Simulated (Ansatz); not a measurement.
# AgRh in Ansatz: the effect of functional

The system is AgRh.

```
Ag Rh
1.0
     2.79598    0.00000    0.00000
    -1.39799    2.42139    0.00000
     0.00000    0.00000    4.84045
Ag Rh
1 1
Cartesian
  0.0000 0.0000 2.4202
  1.3980 0.8071 0.0000
```

The cell comes from a database or a generator and needn't be the stable form of this composition.

The cell isn't the ideal one: volume scaled by 1.02.

Alike in all runs:

- Program: Ansatz 0.2.0
- Task: single point
- Potentials or basis: Ansatz PAW
- k mesh: 11 × 11 × 6
- Occupations: fermi-dirac, width 0.05 eV
- Spin: no spin polarisation

Problem. One run gave: pressure -13.0 GPa. Which functional did it use?
A. LDA
B. PBEsol
C. r2SCAN

Solution. B.

```csv
functional,cutoff,pressure (GPa)
LDA,420 eV (not typed: the program's choice for these potentials),-17.9
PBEsol,420 eV (not typed: the program's choice for these potentials),-13.0
r2SCAN,500 eV (not typed: the program's choice for these potentials),-9.2
```

Caveats: the PAW data sets come from PBE, with cores solved anew for the run's functional, which leaves a small shift of forces and pressure.
